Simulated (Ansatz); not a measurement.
Task: a single point from an input written key by key of C3H7FSn, SMILES C=C[CH2][SnH2][F], with the Python package of Ansatz (0.2.0). Give the script and its output. Use: B3LYP, def2-SVP basis, multiplicity 1.

`input.yaml`
```yaml
crystal:
  periodic: [false, false, false]
  atoms:
    - { symbol: C, position_ang: [-1.4094, -1.2433, 0.2909] }
    - { symbol: C, position_ang: [-0.3193, -0.8894, 0.8963] }
    - { symbol: C, position_ang: [0.8633, -0.4459, 0.1175] }
    - { symbol: Sn, position_ang: [0.6507, 1.5008, -0.7462] }
    - { symbol: F, position_ang: [0.1808, 2.7648, 0.6443] }
    - { symbol: H, position_ang: [-1.5446, -1.1156, -0.8026] }
    - { symbol: H, position_ang: [-2.2895, -1.5229, 0.8607] }
    - { symbol: H, position_ang: [-0.2155, -0.9608, 1.9709] }
    - { symbol: H, position_ang: [1.7676, -0.3622, 0.8626] }
    - { symbol: H, position_ang: [1.1358, -1.1819, -0.6425] }
    - { symbol: H, position_ang: [-0.7819, 1.4065, -1.8347] }
    - { symbol: H, position_ang: [2.0389, 1.9948, -1.583] }
basis:
  gaussian: { orbitals: def2-SVP }
hamiltonian:
  xc: b3lyp
output:
  forces: true
```

The script, `deck_c3h7fsn.py`:
```python
'''C3H7FSn through the session interface.'''

import ansatz as az
import numpy as np


def main() -> None:
    session = az.Session.from_deck('input.yaml')
    data = session.plan(threads=1).execute().report

    for key in ('converged', 'free_energy_ev', 'reference_energy_ev', 'n_frozen', 'n_occupied', 'n_virtual'):
        print(f'{key:22s} {data[key]}')
    symbols = ['C', 'C', 'C', 'Sn', 'F', 'H', 'H', 'H', 'H', 'H', 'H', 'H']
    state = data['mean_field']['state']
    print(f'mean field: {state["energy"]["hartree"]:.7f} Ha, <S^2> = {abs(state["spin_squared"]):.4f}, stability: {state.get("stability", {}).get("kind")}')

    print('forces (eV/A)')
    for symbol, f in zip(symbols, data['forces_ev_ang']):
        print(f'  {symbol:2s} {f[0]:9.4f} {f[1]:9.4f} {f[2]:9.4f}')
    charges = data['charge_distribution']
    print('dipole moment', round(4.803205 * float(np.linalg.norm(charges['dipole_moment_e_ang'])), 3), 'D')
    print('Mulliken:', [(s, round(q, 3)) for s, q in zip(symbols, charges['mulliken_charges_e'])])


if __name__ == '__main__':
    main()
```

Output of `python deck_c3h7fsn.py`:
```text
converged              True
free_energy_ev         -11770.10118629231
reference_energy_ev    -11770.10118629231
n_frozen               0
n_occupied             [28, 28]
n_virtual              [89, 89]
mean field: -432.5432405 Ha, <S^2> = 0.0000, stability: minimum
forces (eV/A)
  C    -2.7607   -0.2718   -1.2310
  C     1.8109    0.3574    0.2317
  C     2.3917    0.2093    2.3605
  Sn   -1.1424   -0.5280   -1.2870
  F     0.0454    0.2738    0.2685
  H     0.0973   -0.2571    0.4331
  H    -0.3057   -0.3078    0.0368
  H    -0.0745    0.0748    0.4900
  H    -1.2182   -0.1856   -1.4346
  H     0.1469    0.0307   -0.3753
  H     0.6600    0.2454    0.5451
  H     0.3494    0.3589   -0.0380
dipole moment 2.524 D
Mulliken: [('C', -0.027), ('C', -0.05), ('C', -0.18), ('Sn', 0.762), ('F', -0.43), ('H', 0.019), ('H', 0.02), ('H', 0.01), ('H', 0.048), ('H', 0.059), ('H', -0.123), ('H', -0.108)]
```

Caveats:
- Total energies depend on the basis set; only differences at equal settings carry meaning.
- The geometry is a force-field or estimated start, not a minimum of this method, and the basis set is short of its limit.
- Finished in 6.9 s on 1 thread of Arm Neoverse V2, on a shared host, peak memory 0.31 GiB.
